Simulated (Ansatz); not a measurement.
I need harmonic frequencies at the relaxed geometry of BGeH5Se, SMILES B[Se][GeH3]. Use Ansatz 0.2.0, Python API. Use (for the species named): B3LYP, def2-SVP basis, multiplicity 1, D3BJ dispersion.

```xyz
8

B    -0.9506    0.9819   -1.0381
Se    0.8578    0.3224   -1.3534
Ge    0.7692   -0.7799    0.7120
H    -1.8584    0.4051   -1.4048
H    -1.1561    2.0494   -0.5116
H     0.5908    0.2728    1.8560
H     2.1678   -1.5264    0.9558
H    -0.3284   -1.7824    0.7282
```

Script `freq_bgeh5se.py`:
```python
# -*- coding: utf-8 -*-
"""Vibrations and zero-point energy of BGeH5Se."""

from dataclasses import dataclass
import itertools

import ansatz
from ase import Atoms
from ase.data import atomic_numbers, covalent_radii
from ase.thermochemistry import IdealGasThermo
import numpy as np


@dataclass
class Options:
    basis_set: str = "def2-SVP"
    xc: str = "b3lyp"
    dispersion: str = "d3bj"


cfg = Options()


def main():
    atoms = Atoms(["B", "Se", "Ge", "H", "H", "H", "H", "H"], positions=[
        (-0.9506, 0.9819, -1.0381),
        (0.8578, 0.3224, -1.3534),
        (0.7692, -0.7799, 0.712),
        (-1.8584, 0.4051, -1.4048),
        (-1.1561, 2.0494, -0.5116),
        (0.5908, 0.2728, 1.856),
        (2.1678, -1.5264, 0.9558),
        (-0.3284, -1.7824, 0.7282),
    ])
    geometry = ansatz.Crystal.molecule_from_ase(atoms)

    setup = (
        geometry.calculation()
        .basis(gaussian=cfg.basis_set)
        .functional(cfg.xc, dispersion=cfg.dispersion)
    )
    symbols = [site.symbol for site in geometry.cartesian_sites]
    start = np.array([site.position_ang for site in geometry.cartesian_sites], dtype=float)
    summary = setup.relax(force_tolerance=0.003).run(threads=1, backend="cpu").report
    end = np.array(summary["positions_ang"])

    # pairs closer than 1.2 times the sum of covalent radii, before or after
    radius = [covalent_radii[atomic_numbers[s]] for s in symbols]
    span = lambda where, i, j: np.linalg.norm(where[i] - where[j])
    bonded = [(i, j) for i, j in itertools.combinations(range(len(symbols)), 2) if min(span(start, i, j), span(end, i, j)) < 1.2 * (radius[i] + radius[j])]
    print("pair        before    after (A)")
    for i, j in bonded:
        print(f"{symbols[i]}{i}-{symbols[j]}{j}".ljust(10), f"{span(start, i, j):8.4f} {span(end, i, j):8.4f}")
    for first, second in list(itertools.combinations(bonded, 2)):
        shared = set(first) & set(second)
        if shared and symbols[(j := shared.pop())] != "H":
            i, k = sorted((set(first) | set(second)) - {j})
            u, v = end[i] - end[j], end[k] - end[j]
            angle = np.degrees(np.arccos(np.clip(u @ v / np.linalg.norm(u) / np.linalg.norm(v), -1, 1)))
            print(f"final angle {symbols[i]}{i}-{symbols[j]}{j}-{symbols[k]}{k}: {angle:.2f} deg")

    # frequencies need a stationary point, so they are taken at the relaxed geometry
    minimum = ansatz.Crystal.molecule()
    for symbol, place in zip(symbols, end):
        minimum = minimum.atom(symbol, place.tolist())
    vibrating = (
        minimum.calculation()
        .basis(gaussian=cfg.basis_set)
        .functional(cfg.xc, dispersion=cfg.dispersion)
        .phonons(temperatures=(100, 500, 100))
    )
    vib = vibrating.run(threads=1, backend="cpu").report["vibrations"]
    sums = vib["harmonic_sums"]
    modes = [m["omega_inv_cm"] for m in sums["modes_at_gamma"] if m["rigid_motion"] == "no"]
    for number, w in enumerate(modes, start=1):
        print(f"mode {number:2d} {w:9.1f} 1/cm {w / 8065.544 * 1000:8.2f} meV")
    print("imaginary modes:", sum(w < 0 for w in modes), " zero-point energy:", round(sums["zero_point_energy_ev"], 4), "eV")
    # rigid rotor and ideal gas, symmetry number taken as one
    gas = IdealGasThermo(vib_energies=[w / 8065.544 for w in modes if w > 0], geometry="linear" if len(modes) == 3 * len(symbols) - 5 else "nonlinear",
                         atoms=Atoms(symbols, positions=end), symmetrynumber=1, spin=0.0)
    print(f"H(298 K) - E = {gas.get_enthalpy(298.15, verbose=False):.4f} eV")
    print(f"S(298 K, 1 bar) = {96485.33 * gas.get_entropy(298.15, 1e5, verbose=False):.1f} J/(mol K) with symmetry number 1")


if __name__ == "__main__":
    main()
```

`python freq_bgeh5se.py` gives:
```text
pair        before    after (A)
B0-Se1       1.9506   1.9145
B0-H3        1.1363   1.2028
B0-H4        1.2079   1.2023
Se1-Ge2      2.3428   2.3963
Ge2-H5       1.5648   1.5390
Ge2-H6       1.6040   1.5398
Ge2-H7       1.4866   1.5391
final angle Se1-B0-H3: 121.51 deg
final angle Se1-B0-H4: 116.26 deg
final angle B0-Se1-Ge2: 98.78 deg
final angle H3-B0-H4: 122.23 deg
final angle Se1-Ge2-H5: 109.07 deg
final angle Se1-Ge2-H6: 106.82 deg
final angle Se1-Ge2-H7: 109.07 deg
final angle H5-Ge2-H6: 110.64 deg
final angle H5-Ge2-H7: 110.52 deg
final angle H6-Ge2-H7: 110.63 deg
mode  1      32.8 1/cm     4.07 meV
mode  2     149.2 1/cm    18.50 meV
mode  3     274.9 1/cm    34.09 meV
mode  4     363.5 1/cm    45.07 meV
mode  5     539.4 1/cm    66.88 meV
mode  6     541.4 1/cm    67.13 meV
mode  7     681.2 1/cm    84.45 meV
mode  8     766.6 1/cm    95.05 meV
mode  9     819.5 1/cm   101.60 meV
mode 10     874.2 1/cm   108.39 meV
mode 11     878.7 1/cm   108.94 meV
mode 12     911.6 1/cm   113.02 meV
mode 13    1176.6 1/cm   145.88 meV
mode 14    2136.0 1/cm   264.83 meV
mode 15    2149.8 1/cm   266.54 meV
mode 16    2152.0 1/cm   266.81 meV
mode 17    2583.0 1/cm   320.25 meV
mode 18    2697.8 1/cm   334.49 meV
imaginary modes: 0  zero-point energy: 1.223 eV
H(298 K) - E = 1.4122 eV
S(298 K, 1 bar) = 340.3 J/(mol K) with symmetry number 1
```

What to keep in mind:
- The frequencies are harmonic and unscaled, in a modest basis.
- b3lyp holds the VWN-RPA fit, as in Gaussian; the form of ORCA and Turbomole is b3lyp5.
- The entropy takes a symmetry number of 1; a symmetric molecule's is lower by R ln(sigma).
- Run time: 5.6 min on 1 thread of Arm Neoverse V1 (shared host), peak memory 0.37 GiB.
